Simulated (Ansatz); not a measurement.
**CH₃NOSi: basis-set convergence**

One table from this session's results is given with a row withheld; the runs are named, their logs left out.

The runs use Ansatz 0.2.0, Gaussian basis; one geometry, several basis sets.

The runs, in order: PBE0-D4/def2-SVP; ωB97M-V/def2-SVP; PBE0-D4/def2-QZVPP; ωB97M-V/def2-QZVPP; the functionals' def2-TZVPP values are taken from earlier runs.

**Structure used throughout**

The geometry comes from an earlier relaxation with PBE0-D4 in a triple-zeta def2 set; it is a stationary point, not always the lowest conformer.

SMILES `N=C1O[SiH2]1`, 7 atoms, charge 0, spin multiplicity 1.

Atoms are counted from 1 here; the program's logs count them from 0.

Bond lengths: N1–C2 1.246 Å, N1–H5 1.015 Å, C2–O3 1.378 Å, C2–Si4 1.806 Å, O3–Si4 1.701 Å, Si4–H6 1.478 Å, Si4–H7 1.478 Å. Angles: C2–N1–H5 110.9°, N1–C2–O3 127.6°, N1–C2–Si4 169.5°, O3–C2–Si4 62.9°, C2–O3–Si4 71.0°, C2–Si4–O3 46.1°, C2–Si4–H6 123.0°, C2–Si4–H7 123.0°, O3–Si4–H6 116.0°, O3–Si4–H7 116.0°, H6–Si4–H7 113.0°.

Set-up of the first run:

File in.yaml:

```yaml
crystal:
  periodic: [false, false, false]
  atoms:
    - {symbol: N, position_ang: [-1.071008, -1.580223, -0.416291]}
    - {symbol: C, position_ang: [-0.312356, -0.650835, -0.079205]}
    - {symbol: O, position_ang: [0.759232, -0.712639, 0.784198]}
    - {symbol: Si, position_ang: [0.600568, 0.880311, 0.209579]}
    - {symbol: H, position_ang: [-1.778540, -1.252154, -1.066549]}
    - {symbol: H, position_ang: [0.185956, 1.890217, 1.205879]}
    - {symbol: H, position_ang: [1.677348, 1.357323, -0.683410]}
basis:
  gaussian: {orbitals: def2-SVP}
hamiltonian: {xc: pbe0, dispersion: d4}
output: {orbitals: {seedname: orbitals}}
```

Launch:

```console
$ ansatz run in.yaml --threads 2 --pin off --events-out ev --progress --plain --max-ram 4352MiB
```

Steps of the session up to this table: PBE0-D4 in def2-SVP; ωB97M-V in def2-SVP; PBE0-D4 in def2-QZVPP; ωB97M-V in def2-QZVPP.

One of the session's tables, all rows but one given; the rest of the session is left out.

```
functional       basis  HOMO (eV)
   PBE0-D4    def2-SVP      -7.14
   PBE0-D4  def2-TZVPP      -7.28
   PBE0-D4  def2-QZVPP      -7.32
   ωB97M-V    def2-SVP          ?
   ωB97M-V  def2-TZVPP      -9.50
   ωB97M-V  def2-QZVPP      -9.54
```

Q: Estimate the row for ωB97M-V, def2-SVP from the others.

**Answer.** HOMO (eV): -9.32. In the column «HOMO (eV)» it lies between ωB97M-V, def2-TZVPP (-9.50) and PBE0-D4, def2-QZVPP (-7.32).
